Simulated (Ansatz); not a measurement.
Crystal: TiPd.

```
Pd Ti
1.0
     3.18000    0.00000    0.00000
     0.00000    3.18000    0.00000
     0.00000    0.00000    3.18000
Pd Ti
1 1
Direct
  0.00000 0.00000 0.00000
  0.50000 0.50000 0.50000
```

- Program: Ansatz 0.2.0
- Task: relaxation of cell and atoms
- Functional: revPBE
- Dispersion: D4
- Potentials or basis: Ansatz PAW
- Cutoff: 420 eV (not typed: the program's choice for these potentials)
- k mesh: 8 × 8 × 8
- Occupations: fermi-dirac, width 0.05 eV
- Spin: no spin polarisation

At the start: volume 16.08 Å³/atom.

**Question.** How do energy, volume and symmetry change on relaxing?

**Answer.** It ends after 4 steps and the volume is 15.78 Å³/atom (-1.9 %); space group Pm-3m (No. 221, to 0.05 Å).

Step by step:
```tsv
step	energy change (eV)	largest force (eV/Å)	volume (Å³)
1	0.0000	0.0000	32.16
2	-0.0056	0.0000	31.57
3	-0.0056	0.0000	31.55
4	-0.0054	0.0000	31.55
```

Final structure:
```
CELL_PARAMETERS angstrom
3.15989 0.00000 0.00000
0.00000 3.15989 0.00000
0.00000 0.00000 3.15989
ATOMIC_POSITIONS crystal
Pd 0.00000 0.00000 0.00000
Ti 0.50000 0.50000 0.50000
```

Caveat: the plane-wave basis is chosen anew once the cell has moved, so the energies of steps on either side of that aren't comparable; the PAW data sets come from PBE, with cores solved anew for the run's functional, which leaves a small shift of forces and pressure.
